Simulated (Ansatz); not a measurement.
# GaBGeH (doublet): wave-function methods side by side at a displaced geometry (v1), cc-pVDZ

How much of the correlation energy of GaBGeH (doublet) does each wave-function method recover here?

Program: Ansatz 0.2.0, Gaussian basis. Level of theory: cc-pVDZ, core rule «outside noble gas», up to 29 orbitals frozen. These are calculated values, not measurements.

The runs, in order: UHF; CCSD(T) on ROHF; CCSD(T) on UHF; BCCD(T) on ROHF; CISD as a restricted active space (open shells left free, so some higher excitations enter); CCSDT(Q) on ROHF; CCSDT(Q) on UHF; CASSCF and MRCISD+Q, 9 electrons in 9 orbitals; CASSCF and NEVPT2, 9 electrons in 9 orbitals.

30 further runs of the same task are left out: 1 for a known fault of the program, 17 that didn't finish, 12 set aside as unsound or not needed. Runs told in other sessions of the task aren't counted.

## 1. The geometry

The geometry is a PBE0/def2-TZVP stationary point (not a proven minimum) with its atoms shifted at random (size 0.040 Å). No spin-orbit coupling is included. The filled d shell of Ge, Ga may be among the frozen orbitals whatever the setting's name suggests.

4 atoms, charge 0, spin multiplicity 2.

Atoms are counted from 1 here; the program's logs count them from 0.

Bond lengths: B1–Ge2 1.914 Å, B1–Ga3 2.275 Å, B1–H4 1.183 Å, Ge2–Ga3 2.498 Å. Angles: Ge2–B1–Ga3 72.6°, Ge2–B1–H4 174.8°, Ga3–B1–H4 111.8°, B1–Ge2–Ga3 60.4°, B1–Ga3–Ge2 47.0°.

As a file:

```xyz
4

B    -0.02056    1.51544    0.32930
Ge   -0.02139   -0.19031    1.19791
Ga    0.02657   -0.07440   -1.29728
H    -0.07620    2.60682   -0.12474
```

## 2. UHF

Input file in.yaml:

```yaml
crystal:
  periodic: [false, false, false]
  atoms:
    - {symbol: B, position_ang: [-0.020557, 1.515435, 0.329304]}
    - {symbol: Ge, position_ang: [-0.021390, -0.190306, 1.197906]}
    - {symbol: Ga, position_ang: [0.026574, -0.074396, -1.297280]}
    - {symbol: H, position_ang: [-0.076203, 2.606816, -0.124744]}
basis:
  gaussian: {orbitals: cc-pVDZ}
magnetization: {spin_polarized: true, initial_magnetization: 1}
hamiltonian: {xc: hf}
output: {orbitals: {seedname: orbitals}}
```

The run is started by

```
ansatz run in.yaml --threads 1 --pin off --events-out ev --progress --plain --max-ram 2393MiB
```

After this run come: CCSD(T) on ROHF; CCSD(T) on UHF; BCCD(T) on ROHF; CISD as a restricted active space (open shells left free, so some higher excitations enter); CCSDT(Q) on ROHF; CCSDT(Q) on UHF; CASSCF and MRCISD+Q, 9 electrons in 9 orbitals; CASSCF and NEVPT2, 9 electrons in 9 orbitals.

Q: Predict the results of all the runs planned. Wanted: UCCSDT(Q) from the RHF energy; RMP2 from UCCSDT(Q); UMP2 from UCCSDT(Q); RCCSD from UCCSDT(Q); RCCSD(T) from UCCSDT(Q); UCCSD(T) from UCCSDT(Q); RCCSDT(Q) from UCCSDT(Q); NEVPT2 frontier from UCCSDT(Q); MRCISD+Q frontier from UCCSDT(Q).

**Answer**, as computed:

| quantity | value |
| --- | --- |
| UCCSDT(Q) from the ROHF energy | -7.0993 eV |
| RMP2 from UCCSDT(Q) | +115.3 kJ/mol |
| UMP2 from UCCSDT(Q) | +122.3 kJ/mol |
| RCCSD from UCCSDT(Q) | +47.9 kJ/mol |
| RCCSD(T) from UCCSDT(Q) | +7.7 kJ/mol |
| UCCSD(T) from UCCSDT(Q) | +7.9 kJ/mol |
| RCCSDT(Q) from UCCSDT(Q) | +0.6 kJ/mol |
| NEVPT2 frontier from UCCSDT(Q) | +111.1 kJ/mol |
| MRCISD+Q frontier from UCCSDT(Q) | +5.5 kJ/mol |
| levels within 1 kcal/mol (43 meV) | UCCSDT, RCCSDT(Q) |
| T1 diagnostic | 0.029 |

RCCSD(T) lands +7.7 kJ/mol from the yardstick (1.1 % of the correlation energy). Of the multireference levels listed MRCISD+Q frontier comes nearest in total energy (+5.5 kJ/mol), which doesn't show that its space is the better one. These misses are within one basis, not against nature; the frozen cores of restricted and unrestricted runs differ, which can shift their rows.
